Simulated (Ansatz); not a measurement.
# Sn3As: the cost of one run

Program: Ansatz 0.2.0. Level of theory: DFT PBE, scalar-relativistic, plane waves, PAW. These are calculated values, not measurements.

## Step 1: The structure to begin with

Symmetry: Pm-3m, No. 221, cubic system. Conventional cell: a = 4.546 Å, b = 4.546 Å, c = 4.546 Å, α = 90.00°, β = 90.00°, γ = 90.00°. Sn (site symmetry 4/mmm) is surrounded by 8 Sn at 3.21 Å and 4 As at 3.21 Å. Around As (site symmetry m-3m) lie 12 Sn at 3.21 Å.

Coordinates:

```cif
data_structure
_symmetry_space_group_name_H-M 'P 1'
_symmetry_Int_Tables_number 1
_cell_length_a 4.5456
_cell_length_b 4.5456
_cell_length_c 4.5456
_cell_angle_alpha 90.000
_cell_angle_beta 90.000
_cell_angle_gamma 90.000
_cell_volume 93.93
loop_
_atom_site_label
_atom_site_type_symbol
_atom_site_fract_x
_atom_site_fract_y
_atom_site_fract_z
_atom_site_occupancy
Sn1 Sn 0.50000 0.00000 0.50000 1
Sn2 Sn 0.00000 0.50000 0.50000 1
Sn3 Sn 0.50000 0.50000 0.00000 1
As1 As 0.00000 0.00000 0.00000 1
```

The cell is invented: species swapped into a database cell of Pt3Pb (Pm-3m, No. 221), with Sn on the Pt sites and As on the Pb sites. Its size is a rough estimate.

## Step 2: The guess as it stands, on a coarse mesh

File input.yaml:

```yaml
crystal:
  lattice:
    - [4.54563059, 0.0, 0.0]
    - [0.0, 4.54563059, 0.0]
    - [0.0, 0.0, 4.54563059]
  atoms:
    - { symbol: Sn, position: [0.5, 0.0, 0.5] }
    - { symbol: Sn, position: [0.0, 0.5, 0.5] }
    - { symbol: Sn, position: [0.5, 0.5, 0.0] }
    - { symbol: As, position: [0.0, 0.0, 0.0] }
basis:
  ecutwfc: 420
kpoints:
  mp_grid: { grid: [4, 4, 4] }
hamiltonian:
  xc: pbe
scf:
  occupations: { method: gaussian, width: 0.1 }
  lower_state_search: "off"
output:
  forces: true
  stress: true
  eigenvalues: true
```

Run with:

```sh
$ ansatz run input.yaml --threads 1 --pin off --max-ram 2560MiB --backend cpu --events-out ev --progress --plain --runs-dir out
```

Q: Estimate wall time and peak memory on 1 thread of Arm Neoverse V1, shared host.

About 2.3 s, with a peak of 0.34 GiB.
